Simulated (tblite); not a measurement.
# C4H10P2Si: the cost of one run

The runs use tblite 0.8.0 and PySCF 2.14.0, with density-fitted response routines of our own; the level of theory stands in each step. All values are computed, except where a source is named. Atoms count from 0, in the outputs and in this text.

## (1) Starting geometry

17 atoms, charge 1, multiplicity 2; geometry from: force field or distance geometry start.

Bonds of the start (Å): C0–C1 1.18, C1–C2 1.49, C2–C3 1.52, C3–Si4 1.85, Si4–P5 2.22, Si4–P6 2.22, C0–H7 1.07, C2–H8 1.10, C2–H9 1.09, C3–H10 1.11, C3–H11 1.10, Si4–H12 1.48, P5–H13 1.41, P5–H14 1.42, P6–H15 1.40, P6–H16 1.42.

## (2) Geometry optimisation with GFN2-xTB

The job: settings as JSON, then the geometry in Å.

```
{"job": {"kind": "relax", "xc": "GFN2-xTB", "basis": "xTB"}, "charge": 1, "multiplicity": 2}
C     -2.918600     0.708400    -1.603900
C     -2.292400    -0.101300    -1.008600
C     -1.495000    -1.113200    -0.257100
C     -0.650600    -0.478000     0.837300
Si     0.811000     0.537800     0.323200
P      2.286100    -0.711500    -0.772000
P      1.852300     1.329200     2.111800
H     -3.490100     1.440800    -2.134600
H     -2.195800    -1.825300     0.199900
H     -0.890100    -1.687200    -0.954000
H     -0.278600    -1.302500     1.476400
H     -1.295500     0.125000     1.492600
H      0.423100     1.681800    -0.537900
H      1.575200    -0.832000    -1.983500
H      3.114700     0.351000    -1.222600
H      3.018100     1.782300     1.475700
H      2.419400     0.106600     2.547300
```

Run with:

```
$ OMP_NUM_THREADS=1 python probes_run.py task.json out
```

One launch serves the whole session: the jobs run in the order shown.

Q: Estimate the wall time of this first job on 1 thread of Arm Neoverse V2, shared host.

About 1.6 s.
